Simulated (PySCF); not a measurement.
**The bond of SnC+, level by level**

An exercise on one series of results from a longer session: the logs are not shown, and one member is left open.

Method: Sn cc-pVDZ-PP with ECP28, C cc-pVDZ, scalar-relativistic core potentials; program: PySCF 2.14.0.

The first run:

A driver script around PySCF takes these settings:

```json
{
 "atoms": "Sn, C",
 "charge": "1",
 "basis": "Sn cc-pVDZ-PP with ECP28, C cc-pVDZ",
 "Hamiltonian": "scalar-relativistic core potentials",
 "basis functions": "37",
 "electrons treated": "27",
 "masses in u": "119.9022, 12.0000",
 "levels": "PBE0, PBE, r²SCAN, r²SCANh, LDA, B3LYP, HSE06, HF, MP2, SCS-MP2, CCSD, CCSD(T)",
 "grid": "80 radial by 434 angular points",
 "occupations": "held fixed by the projection of orbital angular momentum",
 "dissociation limit": "Sn+ + C, each in its ground configuration",
 "starting distance in angstrom": "2.160",
 "values of 2S to try": "1, 3"
}
```

Run with:

```bash
$ OMP_NUM_THREADS=1 python dia.py task.json out
```

Among the steps run: Set-up; The PBE0 curve of the state that the search chose; Other states along the same grid; PBE (GGA); r²SCAN (meta-GGA); r²SCANh (hybrid meta-GGA); LDA; B3LYP (global hybrid GGA); HSE06 (range-separated hybrid); UHF; Adding correlation.

One of the session's tables, all rows but one given; the rest of the session is left out.

Energy (eV) from each level's lowest point:

| R (Å) | UHF | UHF-MP2 | UHF-SCS-MP2 | UHF-CCSD | UHF-CCSD(T) |
| --- | --- | --- | --- | --- | --- |
| 1.833 | 0.907 | 0.963 | 0.959 | n/a | n/a |
| 1.919 | 0.368 | 0.415 | 0.412 | 0.440 | 0.463 |
| 2.004 | ? | ? | ? | ? | ? |
| 2.068 | 0.004 | 0.020 | 0.019 | 0.030 | 0.038 |
| 2.132 | 0.000 | 0.000 | 0.000 | 0.000 | 0.000 |
| 2.196 | 0.057 | 0.042 | 0.043 | 0.030 | 0.021 |
| 2.281 | 0.201 | 0.172 | 0.172 | 0.137 | 0.115 |
| 2.388 | 0.448 | 0.422 | 0.416 | 0.343 | 0.303 |
| 2.516 | 0.773 | 0.817 | 0.785 | 0.645 | 0.586 |
| 2.686 | 1.129 | 1.385 | 1.272 | n/a | n/a |

Estimate the missing values for R (Å) = 2.004.

Worked estimate for «UHF». A straight line through the neighbours (1.919, 0.368) and (2.068, 0.004) gives 0.368 + (0.004 − 0.368) × (2.004 − 1.919) / (2.068 − 1.919) = 0.160; a parabola fitted to 4 rows on both sides gives 0.079.

The run gave: UHF: 0.088; UHF-MP2: 0.119; UHF-SCS-MP2: 0.117; UHF-CCSD: 0.137; UHF-CCSD(T): 0.151. In «UHF» the line misses by +0.072 and the parabola by -0.009.

Caveats from the session: Lowest PBE0 solution found, without spin–orbit coupling: ⁴Σ⁻ (quartet), unpaired electrons σ ↑, π ↑↑. Warnings in the runs' records: inverted.
